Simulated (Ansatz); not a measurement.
**Cl2H6InNSi2: small, medium and large basis sets**

An exercise on one series of results from a longer session: the logs are not shown, and one member is left open.

Method: one geometry, several basis sets; program: Ansatz 0.2.0, Gaussian basis.

Plan: PBE0-D4/def2-SVP; ωB97M-V/def2-SVP; PBE0-D4/def2-QZVPP; ωB97M-V/def2-QZVPP; the functionals' def2-TZVPP values are taken from earlier runs.

1 further run of the same task is left out (it didn't finish).

### The relaxed structure

An earlier PBE0-D4 in a triple-zeta def2 set relaxation fixed the geometry. In takes the def2 core potential; no spin-orbit term is included.

SMILES `[SiH3][N]([SiH3])[In]([Cl])[Cl]`, 12 atoms, charge 0, spin multiplicity 1.

Atoms are counted from 1 here; the program's logs count them from 0.

Bond lengths: Si1–N2 1.738 Å, Si1–H7 1.485 Å, Si1–H8 1.487 Å, Si1–H9 1.488 Å, N2–Si3 1.738 Å, N2–In4 2.014 Å, Si3–H10 1.488 Å, Si3–H11 1.487 Å, Si3–H12 1.485 Å, In4–Cl5 2.301 Å, In4–Cl6 2.302 Å. Angles: N2–Si1–H7 109.1°, N2–Si1–H8 111.8°, N2–Si1–H9 109.1°, H7–Si1–H8 108.9°, H7–Si1–H9 109.7°, H8–Si1–H9 108.2°, Si1–N2–Si3 119.4°, Si1–N2–In4 120.4°, Si3–N2–In4 120.3°, N2–Si3–H10 108.7°, N2–Si3–H11 111.9°, N2–Si3–H12 109.4°, H10–Si3–H11 108.3°, H10–Si3–H12 109.8°, H11–Si3–H12 108.7°, N2–In4–Cl5 121.3°, N2–In4–Cl6 120.5°, Cl5–In4–Cl6 118.2°.

Set-up of the first run:

in.yaml reads:

```yaml
crystal:
  periodic: [false, false, false]
  atoms:
    - {symbol: Si, position_ang: [0.746167, 0.833183, -1.322566]}
    - {symbol: N, position_ang: [-0.014449, 0.003746, 0.001803]}
    - {symbol: Si, position_ang: [0.824880, -1.301473, 0.784994]}
    - {symbol: In, position_ang: [-1.848073, 0.553016, 0.629255]}
    - {symbol: Cl, position_ang: [-3.095590, 2.099417, -0.531123]}
    - {symbol: Cl, position_ang: [-2.751006, -0.361443, 2.539001]}
    - {symbol: H, position_ang: [0.114768, 2.167432, -1.488897]}
    - {symbol: H, position_ang: [0.614144, 0.076550, -2.596348]}
    - {symbol: H, position_ang: [2.195772, 0.997172, -1.027916]}
    - {symbol: H, position_ang: [1.625069, -2.033478, -0.234470]}
    - {symbol: H, position_ang: [1.750270, -0.811591, 1.841485]}
    - {symbol: H, position_ang: [-0.161954, -2.222521, 1.404771]}
basis:
  gaussian: {orbitals: def2-SVP}
hamiltonian: {xc: pbe0, dispersion: d4}
output: {orbitals: {seedname: orbitals}}
```

Started as:

```sh
$ ansatz run in.yaml --threads 2 --pin off --events-out ev --progress --plain --max-ram 22528MiB --backend cpu
```

Among the steps run: PBE0-D4 in def2-SVP; ωB97M-V in def2-SVP; PBE0-D4 in def2-QZVPP; ωB97M-V in def2-QZVPP.

One table of the session follows, with a row left open; its other results are not shown here.

It belongs to the step «Density functionals: the series». 

| functional | basis | HOMO (eV) | LUMO (eV) |
| --- | --- | --- | --- |
| PBE0-D4 | def2-SVP | -7.89 | -2.30 |
| PBE0-D4 | def2-TZVPP | -8.00 | -2.44 |
| PBE0-D4 | def2-QZVPP | -8.01 | -2.47 |
| ωB97M-V | def2-SVP | ? | ? |
| ωB97M-V | def2-TZVPP | -10.24 | -0.52 |
| ωB97M-V | def2-QZVPP | -10.26 | -0.64 |

Estimate the missing values for ωB97M-V, def2-SVP.

**Answer.** HOMO (eV): -10.08; LUMO (eV): -0.28. In the column «HOMO (eV)» it lies between ωB97M-V, def2-TZVPP (-10.24) and PBE0-D4, def2-QZVPP (-8.01).
